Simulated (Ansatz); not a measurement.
**PtB+ (singlet): from Hartree-Fock to the top rungs, def2-TZVPP**

The task here is to estimate one member of a computed series from the others.

Program: Ansatz 0.2.0, Gaussian basis. Level of theory: def2-TZVPP, core rule «outside noble gas», up to 5 orbitals frozen. These are calculated values, not measurements.

To be run: UHF; CCSD(T) on RHF; CCSD(T) on UHF; CCSDT(Q) on RHF; CCSDT(Q) on UHF; CASSCF and MRCISD+Q, 12 electrons in 10 orbitals; CASSCF and NEVPT2, 12 electrons in 10 orbitals.

3 further runs of the same task are left out: 3 set aside as unsound or not needed.

### The geometry

The geometry is a PBE0/def2-TZVP stationary point (not a proven minimum) of the parent state, kept for this charge and spin. No spin-orbit coupling is included. Elements past krypton take def2 core potentials.

2 atoms, charge 1, spin multiplicity 1.

Atoms are counted from 1 here; the program's logs count them from 0.

Bond lengths: Pt1–B2 1.757 Å.

As a file:

```xyz
2
charge 1, multiplicity 1
Pt    0.00000    0.00000    0.00000
B     0.00000    0.00000    1.75700
```

Set-up of the first run:

Contents of in.yaml:

```yaml
crystal:
  periodic: [false, false, false]
  atoms:
    - {symbol: Pt, position_ang: [0.000000, 0.000000, 0.000000]}
    - {symbol: B, position_ang: [0.000000, 0.000000, 1.757000]}
basis:
  gaussian: {orbitals: def2-TZVPP}
total_charge: 1
magnetization: {spin_polarized: true, initial_magnetization: 0}
hamiltonian: {xc: hf}
output: {orbitals: {seedname: orbitals}}
```

Launch:

```bash
$ ansatz run in.yaml --threads 1 --pin off --events-out ev --progress --plain --max-ram 4096MiB --backend cpu
```

Among the steps run: UHF; CCSD(T) on RHF; CCSD(T) on UHF; CCSDT(Q) on RHF; CCSDT(Q) on UHF; CASSCF and MRCISD+Q, 12 electrons in 10 orbitals; CASSCF and NEVPT2, 12 electrons in 10 orbitals.

One of the session's tables, all rows but one given; the rest of the session is left out.

It belongs to the step «Misses and costs». 

| method | from RCCSDT(Q) (kcal/mol) |
| --- | --- |
| RHF | +277.16 |
| UHF | ? |
| RMP2 | -2.99 |
| UMP2 | +8.85 |
| RCCSD | +19.24 |
| UCCSD | +19.92 |
| RCCSD(T) | -0.18 |
| UCCSD(T) | +2.41 |
| RCCSDT | +1.18 |
| UCCSDT | +1.45 |
| RCCSDT(Q) | 0 |
| UCCSDT(Q) | -0.38 |
| CASSCF valence | +195.68 |
| NEVPT2 valence | +17.02 |
| MRCISD valence | +18.80 |
| MRCISD+Q valence | +5.33 |

Estimate the missing values for UHF.

As computed: from RCCSDT(Q) (kcal/mol): +271.54. In the column «from RCCSDT(Q) (kcal/mol)» it lies between CASSCF valence (+195.68) and RHF (+277.16).

To keep in mind: The determinant is far from a pure spin state, so its energy mixes those of several spin states (harmless only where they are near-degenerate, as at dissociation). Warnings: restricted reference is unstable; spin contamination; large T1 diagnostic. Restricted and unrestricted rows rest on different reference determinants; where their highest levels disagree by more than a few hundredths of an eV, they describe different states and don't form one ladder.
